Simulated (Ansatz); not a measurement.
# C4H7B: the cost of one run

All numbers are computed with Ansatz 0.2.0, driven from Python. The levels of theory stand in the script.

**1. The structure**

Bond lengths: C1–C2 1.266 Å, C2–C3 1.444 Å, C2–B4 1.706 Å, C3–B4 1.515 Å, B4–C5 1.558 Å, C1–H6 1.100 Å, C1–H7 1.127 Å, C3–H8 1.061 Å, C3–H9 1.176 Å, C5–H10 1.120 Å, C5–H11 1.091 Å, C5–H12 1.081 Å. Angles (14 of 21 angles, heavy atoms first): C1–C2–C3 150.5°, C1–C2–B4 152.6°, C3–C2–B4 56.8°, C2–C3–B4 70.4°, C2–B4–C3 52.9°, C2–B4–C5 150.7°, C3–B4–C5 156.4°, C2–C1–H6 125.0°, C2–C1–H7 120.6°, C2–C3–H8 117.0°, C2–C3–H9 112.2°, B4–C3–H8 117.7°, B4–C3–H9 112.0°, B4–C5–H10 104.9°.

The script holds or builds the structure itself.

**2. Script**

The input, methods.py:

```python
"""One geometry of C4H7B, method by method."""

from pathlib import Path

import ansatz as az
import numpy as np

BASIS_SET = "cc-pVDZ"


def main() -> None:
    geometry_ang = [
        ("C", [-1.6115, 1.2425, 0.929]),
        ("C", [-0.7409, 0.3591, 0.6763]),
        ("C", [0.0576, -0.7715, 1.0873]),
        ("B", [0.4422, -0.3606, -0.3197]),
        ("C", [1.2334, -0.4253, -1.6607]),
        ("H", [-2.1372, 1.3539, 1.8884]),
        ("H", [-1.9092, 1.9941, 0.1444]),
        ("H", [-0.4467, -1.697, 1.2109]),
        ("H", [0.8805, -0.4732, 1.8732]),
        ("H", [2.1756, 0.1488, -1.467]),
        ("H", [1.4585, -1.4724, -1.8711]),
        ("H", [0.6748, 0.0465, -2.4571]),
    ]
    system = az.Crystal.molecule()
    for symbol, xyz in geometry_ang:
        system = system.atom(symbol, xyz)

    calc = system.calculation().basis(gaussian=BASIS_SET)

    print("functional    E (Ha)        dipole (D)   HOMO (eV)  LUMO (eV)")
    for name in ["pbe", "b3lyp", "r2scan", "revpbe", "hf"]:
        report = calc.functional(name).forces().orbitals().run(threads=1, runs_dir="runs").report
        lines = Path(report["orbitals_path"]).read_text().splitlines()
        field_of = lambda key: [line.split("=")[1].strip() for line in lines if line.startswith(key)]
        orbitals = [(27.211386 * float(e), s, float(n)) for e, s, n in zip(field_of("Ene="), field_of("Spin="), field_of("Occup="))]
        homo = max(e for e, _, n in orbitals if n > 0.5)
        lumo = min(e for e, _, n in orbitals if n < 0.5)
        dipole = 4.803205 * np.linalg.norm(report["charge_distribution"]["dipole_moment_e_ang"])
        print(f"{name:10s} {report['free_energy_ev'] / 27.211386246:14.6f} {dipole:9.3f} {homo:11.3f} {lumo:10.3f}")


if __name__ == "__main__":
    main()
```

**3. What the engine is handed**

The engine receives this input (first run):

```yaml
crystal:
  periodic: [false, false, false]
  atoms:
    - { symbol: C, position_ang: [-1.6115, 1.2425, 0.929] }
    - { symbol: C, position_ang: [-0.7409, 0.3591, 0.6763] }
    - { symbol: C, position_ang: [0.0576, -0.7715, 1.0873] }
    - { symbol: B, position_ang: [0.4422, -0.3606, -0.3197] }
    - { symbol: C, position_ang: [1.2334, -0.4253, -1.6607] }
    - { symbol: H, position_ang: [-2.1372, 1.3539, 1.8884] }
    - { symbol: H, position_ang: [-1.9092, 1.9941, 0.1444] }
    - { symbol: H, position_ang: [-0.4467, -1.697, 1.2109] }
    - { symbol: H, position_ang: [0.8805, -0.4732, 1.8732] }
    - { symbol: H, position_ang: [2.1756, 0.1488, -1.467] }
    - { symbol: H, position_ang: [1.4585, -1.4724, -1.8711] }
    - { symbol: H, position_ang: [0.6748, 0.0465, -2.4571] }
basis:
  gaussian:
    orbitals: cc-pVDZ
hamiltonian:
  xc: pbe
output:
  orbitals: {}
  forces: true
```

**4. The run**

Command:

```console
$ python methods.py
```

What time and memory should one allow on 1 thread of Arm Neoverse V2, shared host?

About 19 s, with a peak of 0.26 GiB.
